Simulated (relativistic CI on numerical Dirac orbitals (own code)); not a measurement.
# Zr³⁺ (4d) in crystal fields: levels and magnetism

How does a crystal field split the 4d shell of Zr³⁺, and what follows for the ground state and χT? 6 fields tried.

The numbers are computed with relativistic CI on numerical Dirac orbitals (own code) version 1 (Dirac-Coulomb-Breit CI, KLI orbitals optimised for each configuration, model QED (radiative potential, 1s self-energy scaled to tabulated hydrogen-like ionisation energies), valence Slater integrals scaled by 0.65, one configuration in a parametric crystal field), except any that are marked as measured or tabulated.

## Step 1: The atom as given

- ion: Zr³⁺ (Zr IV)
- nuclear charge: 40
- electrons: 37
- open shell: 4d
- Slater scale: 0.65
- field 1 (cm⁻¹): D3d, 10Dq = 10250, Dsigma = 920, Dtau = 220
- field 2 (cm⁻¹): Td, 10Dq = -5400
- field 3 (cm⁻¹): Oh, 10Dq = 30500
- field 4 (cm⁻¹): D3d, 10Dq = 47250, Dsigma = 1110, Dtau = -300
- field 5 (cm⁻¹): D3d, 10Dq = 34550, Dsigma = -1050, Dtau = 50
- field 6 (cm⁻¹): Oh, 10Dq = 34850

Outer shells as boxes (Hund's rule):

[Kr] 4d1
```
[Kr] core
4d [↑ ][  ][  ][  ][  ]
```

## Step 2: Field 1: D3d, 10Dq = 10250, Dsigma = 920, Dtau = 220

The run's settings:

```ini
atom Zr  Z=40  charge=3  electrons=37
nucleus A=90  rms_radius_fm=4.2694
hamiltonian dirac-coulomb  breit=on  qed=on  c_scale=1
orbitals kli  potential=per-configuration
slater_scale 0.65
correlation none
mixing on
configurations
  [Kr] 4d
end
crystal_field D3d 10Dq=10250 Dsigma=920 Dtau=220
```

Main fields of the result record, rounded:

```text
{
  "status": "converged",
  "cf_levels [E_cm, degeneracy, irrep, S_eff, L_eff, J_eff, g_principal]": [
    [0, 2, "G4", 0.5, 2, 2.074, [1.613, 1.613, 1.976]],
    [4004.2, 2, "G56", 0.5, 2, 1.941, [0.0, 0.0, 0.373]],
    [4395.9, 2, "G4", 0.5, 2, 2.318, [0.282, 0.282, 3.322]],
    [14007.1, 2, "G56", 0.5, 2, 2.154, [0.0, 0.0, 1.748]],
    [14102.5, 2, "G4", 0.5, 2, 2.227, [0.107, 0.107, 2.656]]
  ],
  "chiT [K, cm3 K/mol]": [[2, 0.284996], [5, 0.285433], [10, 0.28616], [20, 0.287615], [50, 0.291979], [100, 0.299253], [200, 0.3138], [300, 0.328347]],
  "stabilisation [cm-1]": -6634.31,
  "radial 4d [Ha, bohr]": {"<r^-3>(4d)": 3.3585, "<r^1>(4d)": 1.836, "<r^2>(4d)": 3.9297, "<r^4>(4d)": 26.246, "zeta(4d)": 0.0020199},
  "n_levels_all": 5
}
```

Wall time 0.08 s (1 thread, shared host).

## Step 3: Field 2: Td, 10Dq = -5400

Changes to the settings of step 2:

```diff
@@ -10,2 +10,2 @@
 end
-crystal_field D3d 10Dq=10250 Dsigma=920 Dtau=220
+crystal_field Td 10Dq=-5400
```

Result record:

```text
{
  "status": "converged",
  "cf_levels [E_cm, degeneracy, irrep, S_eff, L_eff, J_eff, g_principal]": [
    [0, 4, "G8", 0.5, 2, 2.046, "-"],
    [5291, 4, "G8", 0.5, 2, 2.053, "-"],
    [5901.9, 2, "G7", 0.5, 2, 2.5, [2.001, 2.001, 2.001]]
  ],
  "chiT [K, cm3 K/mol]": [[2, 0.264579], [5, 0.265141], [10, 0.266078], [20, 0.267953], [50, 0.273577], [100, 0.282951], [200, 0.301697], [300, 0.320444]],
  "stabilisation [cm-1]": -2629.14,
  "n_levels_all": 3
}
```

Wall time 0.085 s (1 thread, shared host).

## Step 4: Field 3: Oh, 10Dq = 30500

Changes to the settings of step 3:

```diff
@@ -10,2 +10,2 @@
 end
-crystal_field Td 10Dq=-5400
+crystal_field Oh 10Dq=30500
```

Result record:

```text
{
  "status": "converged",
  "cf_levels [E_cm, degeneracy, irrep, S_eff, L_eff, J_eff, g_principal]": [
    [0, 4, "G8", 0.5, 2, 1.932, "-"],
    [677.3, 2, "G7", 0.5, 2, 2.5, [2.001, 2.001, 2.001]],
    [30741.9, 4, "G8", 0.5, 2, 2.162, "-"]
  ],
  "chiT [K, cm3 K/mol]": [[2, 0.00215578], [5, 0.0044683], [10, 0.00832249], [20, 0.0160309], [50, 0.0391561], [100, 0.0777025], [200, 0.1545], [300, 0.226181]],
  "stabilisation [cm-1]": -11764.6,
  "n_levels_all": 3
}
```

Wall time 0.085 s (1 thread, shared host).

## Step 5: Field 4: D3d, 10Dq = 47250, Dsigma = 1110, Dtau = -300

Changes to the settings of step 4:

```diff
@@ -10,2 +10,2 @@
 end
-crystal_field Oh 10Dq=30500
+crystal_field D3d 10Dq=47250 Dsigma=1110 Dtau=-300
```

Result record:

```text
{
  "status": "converged",
  "cf_levels [E_cm, degeneracy, irrep, S_eff, L_eff, J_eff, g_principal]": [
    [0, 2, "G4", 0.5, 2, 2.018, [1.208, 1.208, 1.732]],
    [1100.7, 2, "G56", 0.5, 2, 1.967, [0.0, 0.0, 0.253]],
    [1564.1, 2, "G4", 0.5, 2, 2.409, [0.76, 0.76, 3.406]],
    [47139.5, 2, "G56", 0.5, 2, 2.13, [0.0, 0.0, 1.758]],
    [47202.7, 2, "G4", 0.5, 2, 2.183, [0.035, 0.035, 2.329]]
  ],
  "chiT [K, cm3 K/mol]": [[2, 0.185628], [5, 0.186578], [10, 0.188162], [20, 0.191328], [50, 0.200828], [100, 0.216662], [200, 0.248303], [300, 0.279822]],
  "stabilisation [cm-1]": -18733.8,
  "n_levels_all": 5
}
```

Run time: 0.08 s. Hardware: 1 thread, shared host.

## Step 6: Field 5: D3d, 10Dq = 34550, Dsigma = -1050, Dtau = 50

Changes to the settings of step 5:

```diff
@@ -10,2 +10,2 @@
 end
-crystal_field D3d 10Dq=47250 Dsigma=1110 Dtau=-300
+crystal_field D3d 10Dq=34550 Dsigma=-1050 Dtau=50
```

Result record:

```text
{
  "status": "converged",
  "cf_levels [E_cm, degeneracy, irrep, S_eff, L_eff, J_eff, g_principal]": [
    [0, 2, "G56", 0.5, 2, 1.909, [0.0, 0.0, 0.3]],
    [472.6, 2, "G4", 0.5, 2, 2.29, [0.272, 0.272, 4.12]],
    [3173.9, 2, "G4", 0.5, 2, 2.194, [1.917, 2.217, 2.217]],
    [36066.5, 2, "G4", 0.5, 2, 2.137, [0.057, 0.057, 1.799]],
    [36121.1, 2, "G56", 0.5, 2, 2.183, [0.0, 0.0, 2.298]]
  ],
  "chiT [K, cm3 K/mol]": [[2, 0.00419909], [5, 0.00627115], [10, 0.00972459], [20, 0.0166315], [50, 0.0373527], [100, 0.0723418], [200, 0.150184], [300, 0.225268]],
  "stabilisation [cm-1]": -14499.2,
  "n_levels_all": 5
}
```

Run time: 0.08 s. Hardware: 1 thread, shared host.

## Step 7: Field 6: Oh, 10Dq = 34850

Changes to the settings of step 6:

```diff
@@ -10,2 +10,2 @@
 end
-crystal_field D3d 10Dq=34550 Dsigma=-1050 Dtau=50
+crystal_field Oh 10Dq=34850
```

Result record:

```text
{
  "status": "converged",
  "cf_levels [E_cm, degeneracy, irrep, S_eff, L_eff, J_eff, g_principal]": [
    [0, 4, "G8", 0.5, 2, 1.934, "-"],
    [676.1, 2, "G7", 0.5, 2, 2.5, [2.001, 2.001, 2.001]],
    [35089.5, 4, "G8", 0.5, 2, 2.16, "-"]
  ],
  "chiT [K, cm3 K/mol]": [[2, 0.0020157], [5, 0.00433252], [10, 0.00819389], [20, 0.0159166], [50, 0.0390849], [100, 0.0777031], [200, 0.154632], [300, 0.226365]],
  "stabilisation [cm-1]": -13503.4,
  "n_levels_all": 3
}
```

It took 0.085 s on 1 thread, shared host.

## Step 8: Comparison of the fields

| field | ground state | degeneracy | S | J | first gap (cm⁻¹) | stabilisation (cm⁻¹) | χT at 2 K | χT at 300 K |
| --- | --- | --- | --- | --- | --- | --- | --- | --- |
| 1: D3d | G4 | 2 | 0.50 | 2.07 | 4004 | -6634 | 0.285 | 0.328 |
| 2: Td | G8 | 4 | 0.50 | 2.05 | 5291 | -2629 | 0.265 | 0.320 |
| 3: Oh | G8 | 4 | 0.50 | 1.93 | 677 | -11765 | 0.002 | 0.226 |
| 4: D3d | G4 | 2 | 0.50 | 2.02 | 1101 | -18734 | 0.186 | 0.280 |
| 5: D3d | G56 | 2 | 0.50 | 1.91 | 473 | -14499 | 0.004 | 0.225 |
| 6: Oh | G8 | 4 | 0.50 | 1.93 | 676 | -13503 | 0.002 | 0.226 |

χT is in cm³ K/mol; stabilisation counts from the free ion's lowest level; S and J come from the expectation values of their squares.

## Step 9: Summary of results

| quantity | value |
| --- | --- |
| ground spin (effective S from ⟨S²⟩) | 1: 0.50, 2: 0.50, 3: 0.50, 4: 0.50, 5: 0.50, 6: 0.50 |
| χT at 300 K | 0.23 to 0.33 cm³ K/mol |
| ground doublet | field 4, g = 1.21, 1.21, 1.73 |

In words: All fields leave the ground state at S = 1/2. The field is a set of parameters, without covalency or charge transfer.
